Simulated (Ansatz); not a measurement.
# C2H5F2InO: trial inputs and their diagnosis

Aim: try 5 inputs for C2H5F2InO as typed, read how each ends, and find what has to change.

The runs use Ansatz 0.2.0, Gaussian basis; the settings change from run to run.

## Step 1: The relaxed structure

The structure was relaxed beforehand with PBE0-D4 in a triple-zeta def2 set. In takes a core potential in def2 sets; no spin-orbit term is included.

SMILES `CC[O][In]([F])[F]`, 11 atoms, charge 0, spin multiplicity 1.

Atoms are counted from 1 here; the program's logs count them from 0.

Bond lengths: C1–C2 1.511 Å, C1–H7 1.093 Å, C1–H8 1.097 Å, C1–H9 1.093 Å, C2–O3 1.416 Å, C2–H10 1.096 Å, C2–H11 1.098 Å, O3–In4 1.956 Å, In4–F5 1.939 Å, In4–F6 1.926 Å. Angles: C2–C1–H7 111.0°, C2–C1–H8 111.0°, C2–C1–H9 110.6°, H7–C1–H8 107.0°, H7–C1–H9 108.1°, H8–C1–H9 109.0°, C1–C2–O3 113.3°, C1–C2–H10 109.9°, C1–C2–H11 110.0°, O3–C2–H10 105.5°, O3–C2–H11 110.6°, H10–C2–H11 107.2°, C2–O3–In4 120.7°, O3–In4–F5 123.9°, O3–In4–F6 122.3°, F5–In4–F6 113.8°.

## Step 2: Attempt 1

File in.yaml:

```yaml
crystal:
  periodic: [false, false, false]
  atoms:
    - {symbol: C, position_ang: [-0.117290, -1.206939, 0.587265]}
    - {symbol: C, position_ang: [1.079859, -0.345511, 0.257537]}
    - {symbol: O, position_ang: [0.786794, 1.040089, 0.241833]}
    - {symbol: In, position_ang: [-0.743464, 1.725542, -0.765526]}
    - {symbol: F, position_ang: [-1.793342, 0.657235, -1.996186]}
    - {symbol: F, position_ang: [-1.310384, 3.562408, -0.651776]}
    - {symbol: H, position_ang: [0.162922, -2.262023, 0.643120]}
    - {symbol: H, position_ang: [-0.888682, -1.121124, -0.188593]}
    - {symbol: H, position_ang: [-0.546424, -0.917752, 1.549931]}
    - {symbol: H, position_ang: [1.854266, -0.473286, 1.022336]}
    - {symbol: H, position_ang: [1.515745, -0.658641, -0.699942]}
basis:
  gaussian: {orbitals: x2c-TZVPPall, fitting: {mean_field: cc-pVTZ-jkfit}}
hamiltonian: {xc: {name: r2SCAN}, dispersion: d4}
accuracy: high
scf: {lower_state_search: off}
output: {forces: true}
```

On the command line:

```console
ansatz run in.yaml --threads 4 --pin off --events-out ev --progress --plain --max-ram 11315MiB
```

Standard output:

```text
Functional definition: r2SCAN
  name "r2SCAN"
  cite "Furness, Kaplan, Ning, Perdew & Sun, J. Phys. Chem. Lett. 11, 8208 (2020) doi:10.1021/acs.jpclett.0c02405"
  cite "Furness, Kaplan, Ning, Perdew & Sun, J. Phys. Chem. Lett. 11, 9248 (2020) doi:10.1021/acs.jpclett.0c03077"
  parent r2scan
  parameter k0 = 0.174
  parameter k1 = 0.065
  parameter a1 = 4.9479
  exchange = r2scan_x(k0 = k0, k1 = k1, a1 = a1)
  correlation = r2scan_c
these checks for a lower state are left out or cut short: stability, starts, cluster_reference, orbital_swaps, neighbouring_geometries, increment
Error: <dir> the basis set cc-pVTZ-JKFIT has no functions for In
```

Wall time 0.3 s (4 threads of Arm Neoverse V2, shared host).

What is wrong: The program refused the input. The fitting set named has no entry for an element of this molecule. Cure: leave the fitting key out, or name a set that covers all elements and suits the basis.

## Step 3: Attempt 2

File in.yaml:

```yaml
crystal:
  periodic: [false, false, false]
  atoms:
    - {symbol: C, position_ang: [-0.117290, -1.206939, 0.587265]}
    - {symbol: C, position_ang: [1.079859, -0.345511, 0.257537]}
    - {symbol: O, position_ang: [0.786794, 1.040089, 0.241833]}
    - {symbol: In, position_ang: [-0.743464, 1.725542, -0.765526]}
    - {symbol: F, position_ang: [-1.793342, 0.657235, -1.996186]}
    - {symbol: F, position_ang: [-1.310384, 3.562408, -0.651776]}
    - {symbol: H, position_ang: [0.162922, -2.262023, 0.643120]}
    - {symbol: H, position_ang: [-0.888682, -1.121124, -0.188593]}
    - {symbol: H, position_ang: [-0.546424, -0.917752, 1.549931]}
    - {symbol: H, position_ang: [1.854266, -0.473286, 1.022336]}
    - {symbol: H, position_ang: [1.515745, -0.658641, -0.699942]}
basis:
  gaussian: {orbitals: def2-TZVPP, fitting: {mean_field: cc-pVTZ-jkfit}}
total_charge: -1
magnetization: {spin_polarized: true, initial_magnetization: 1}
hamiltonian: {xc: {name: r2SCAN0}, dispersion: d4, pseudopotentials: {relativity: scalar}}
output: {forces: true}
```

The command is unchanged.

Standard output:

```text
Functional definition: r2SCAN0
  name "r2SCAN0"
  cite "Bursch, Neugebauer, Ehlert & Grimme, J. Chem. Phys. 156, 134105 (2022) doi:10.1063/5.0086040"
  cite "Furness, Kaplan, Ning, Perdew & Sun, J. Phys. Chem. Lett. 11, 8208 (2020) doi:10.1021/acs.jpclett.0c02405"
  cite "Furness, Kaplan, Ning, Perdew & Sun, J. Phys. Chem. Lett. 11, 9248 (2020) doi:10.1021/acs.jpclett.0c03077"
  parent r2scan
  parameter a = 0.25
  parameter k0 = 0.174
  parameter k1 = 0.065
  parameter a1 = 4.9479
  exchange = (1 - a)*r2scan_x(k0 = k0, k1 = k1, a1 = a1) + a*exact_x
  correlation = r2scan_c
Error: <dir> the basis set cc-pVTZ-JKFIT has no functions for In
```

Run time: 0.25 s. Hardware: 4 threads of Arm Neoverse V2, shared host.

What is wrong: The program refused the input. The fitting set named has no entry for an element of this molecule. Cure: leave the fitting key out, or name a set that covers all elements and suits the basis. The input also asks for charge -1 and multiplicity 2, not those of the species named; set them back first.

## Step 4: Attempt 3

File in.yaml:

```yaml
crystal:
  periodic: [false, false, false]
  atoms:
    - {symbol: C, position_ang: [-0.117290, -1.206939, 0.587265]}
    - {symbol: C, position_ang: [1.079859, -0.345511, 0.257537]}
    - {symbol: O, position_ang: [0.786794, 1.040089, 0.241833]}
    - {symbol: In, position_ang: [-0.743464, 1.725542, -0.765526]}
    - {symbol: F, position_ang: [-1.793342, 0.657235, -1.996186]}
    - {symbol: F, position_ang: [-1.310384, 3.562408, -0.651776]}
    - {symbol: H, position_ang: [0.162922, -2.262023, 0.643120]}
    - {symbol: H, position_ang: [-0.888682, -1.121124, -0.188593]}
    - {symbol: H, position_ang: [-0.546424, -0.917752, 1.549931]}
    - {symbol: H, position_ang: [1.854266, -0.473286, 1.022336]}
    - {symbol: H, position_ang: [1.515745, -0.658641, -0.699942]}
basis:
  gaussian: {orbitals: def2-SVPD}
hamiltonian: {xc: {name: B2PLYP}, dispersion: d2}
output: {forces: true}
```

Launched as before.

Standard output:

```text
Error: YAML parse error: error: line 17 column 47: hamiltonian.dispersion: `d2` is not `none`, `rvv10`, `d3bj`, `d3bjatm`, `d4` or a map `{method: …, s8: …, a1: …, a2_bohr: …}` (numbers without units, a2 in bohr) or `{method: …, functional: …}`
  --> <input>:17:47
   |
15 | basis:
16 |   gaussian: {orbitals: def2-SVPD}
17 | hamiltonian: {xc: {name: B2PLYP}, dispersion: d2}
   |                                               ^ hamiltonian.dispersion: `d2` is not `none`, `rvv10`, `d3bj`, `d3bjatm`, `d4` or a map `{method: …, s8: …, a1: …, a2_bohr: …}` (numbers without units, a2 in bohr) or `{method: …, functional: …}`
18 | output: {forces: true}
   |
```

It took 0.05 s on 4 threads of Arm Neoverse V2, shared host.

Diagnosis: Refused before any calculation. d2 isn't among the dispersion terms that the program offers. Fix: name d3bj, d3bjatm, d4 or rvv10, or leave the key out.

## Step 5: Attempt 4

File in.yaml:

```yaml
crystal:
  periodic: [false, false, false]
  atoms:
    - {symbol: C, position_ang: [-0.054141, -0.697878, 0.454351]}
    - {symbol: C, position_ang: [0.580172, -0.175510, 0.218294]}
    - {symbol: O, position_ang: [0.639474, 0.639390, 0.139414]}
    - {symbol: In, position_ang: [-0.470786, 1.037627, -0.573930]}
    - {symbol: F, position_ang: [-1.075707, 0.458415, -1.434503]}
    - {symbol: F, position_ang: [-0.979382, 2.516130, -0.416683]}
    - {symbol: H, position_ang: [0.077457, -1.417537, 0.401132]}
    - {symbol: H, position_ang: [-0.471843, -0.665030, -0.125042]}
    - {symbol: H, position_ang: [-0.380908, -0.682326, 1.098266]}
    - {symbol: H, position_ang: [1.329234, -0.310056, 0.727266]}
    - {symbol: H, position_ang: [1.080907, -0.339887, -0.455693]}
basis:
  gaussian: {orbitals: ANO-RCC-VTZP, nuclear_model: gaussian, point_charges: [{charge: -1.00, position_ang: [5.921, 0.250, 0.215]}]}
hamiltonian: {xc: {name: BHLYP}}
```

Same command.

Standard output:

```text
Functional definition: BHLYP
  name "BHLYP"
  cite "Becke, J. Chem. Phys. 98, 1372 (1993) doi:10.1063/1.464304"
  cite "Becke, Phys. Rev. A 38, 3098 (1988) doi:10.1103/PhysRevA.38.3098"
  cite "Lee, Yang & Parr, Phys. Rev. B 37, 785 (1988) doi:10.1103/PhysRevB.37.785"
  parameter a = 0.5
  exchange = (1 - a)*b88_x + a*exact_x
  correlation = lyp_c
2406 factors; their error is unknown
mean field evaluation 1: about -169505.6238 eV, gradient 1.7e2 eV
mean field evaluation 2: about -169386.6098 eV, gradient 2.7e2 eV
mean field evaluation 4: about -169546.4695 eV, gradient 2.3e1 eV
mean field evaluation 8: about -169547.2246 eV, gradient 2.4e-1 eV
mean field evaluation 16: about -169547.5685 eV, gradient 2.2e-3 eV
mean field -169547.56854806 eV, -6230.7582206717 hartree, gradient 3.1e-5 eV, S^2 0.000000; 0 other end points of the search recorded, 0 dependent functions left out
reference -169547.56875807 eV, -6230.7582283892 hartree; 46, 46 occupied and 242, 242 virtual orbitals, 2406 factors
Total energy: -169547.56875807 eV, -6230.7582283892 hartree
Relativity: scalar
```

Wall time 12 s (4 threads of Arm Neoverse V2, shared host); peak memory 1.1 GiB.

Diagnosis: It ended without an error, which proves nothing about the input. The geometry is squeezed well below its size. The shortest distance is 0.72 Å (C1–H8), against 1.09 Å in the relaxed molecule. Its coordinates are also moved off the relaxed structure (shortest distance 0.72 Å, against 1.09 Å), and have to be restored too. Its energy is no property of the relaxed molecule. Cure: use the relaxed coordinates, and remove the point charge.

## Step 6: Attempt 5

File in.yaml:

```yaml
crystal:
  periodic: [false, false, false]
  atoms:
    - {symbol: C, position_ang: [-0.117290, -1.206939, 0.587265]}
    - {symbol: C, position_ang: [1.079859, -0.345511, 0.257537]}
    - {symbol: O, position_ang: [0.786794, 1.040089, 0.241833]}
    - {symbol: In, position_ang: [-0.743464, 1.725542, -0.765526]}
    - {symbol: F, position_ang: [-1.793342, 0.657235, -1.996186]}
    - {symbol: F, position_ang: [-1.310384, 3.562408, -0.651776]}
    - {symbol: H, position_ang: [0.162922, -2.262023, 0.643120]}
    - {symbol: H, position_ang: [-0.888682, -1.121124, -0.188593]}
    - {symbol: H, position_ang: [-0.546424, -0.917752, 1.549931]}
    - {symbol: H, position_ang: [1.854266, -0.473286, 1.022336]}
    - {symbol: H, position_ang: [1.515745, -0.658641, -0.699942]}
basis:
  gaussian: {orbitals: def2-TZVP}
magnetization: {spin_polarized: true, initial_magnetization: 6}
hamiltonian: {xc: {name: PBE}}
scf: {lower_state_search: light}
```

Launched as before.

Standard output, cut to the lines that bear on the results:

```text
Functional definition: PBE
  name "PBE"
  cite "Perdew, Burke & Ernzerhof, Phys. Rev. Lett. 77, 3865 (1996) doi:10.1103/PhysRevLett.77.3865"
  parent pbe
[...]
1431 factors; their error is unknown
[...]
mean field -14787.43021566 eV, -543.4280371454 hartree, gradient 2.1e-6 eV, S^2 12.006647; 10 other end points of the search recorded, 0 dependent functions left out
reference -14787.43028489 eV, -543.4280396895 hartree; 35, 29 occupied and 200, 206 virtual orbitals, 1431 factors
Total energy: -14787.43028489 eV, -543.4280396895 hartree
```

Run time: 46 s. Hardware: 4 threads of Arm Neoverse V2, shared host; peak memory 0.84 GiB.

**Diagnosis.** It ended without an error, which proves nothing about the input. The spin is set far too high for this molecule. It asks for 6 unpaired electrons; the ground state has 0. Its energy belongs to an excited spin state, not the ground state. To mend it, set initial_magnetization back to that of the ground state.

## Step 7: Summary

| attempt | level | ended | cause | time |
| --- | --- | --- | --- | --- |
| 1 | r2SCAN/x2c-TZVPPall | refused | the fitting set named has no entry for an element of this molecule | 0.3 s |
| 2 | r2SCAN0/def2-TZVPP | refused | the fitting set named has no entry for an element of this molecule | 0.25 s |
| 3 | B2PLYP/def2-SVPD | refused | d2 isn't among the dispersion terms that the program offers | 0.05 s |
| 4 | BHLYP/ANO-RCC-VTZP | converged | the geometry is squeezed well below its size | 12 s |
| 5 | PBE/def2-TZVP | converged | the spin is set far too high for this molecule | 46 s |

3 refused, 2 converged. A refusal costs next to no computing time. The dangerous case is the input that converges on a wrong geometry, charge, spin, basis or grid: often only a look at the input shows it.
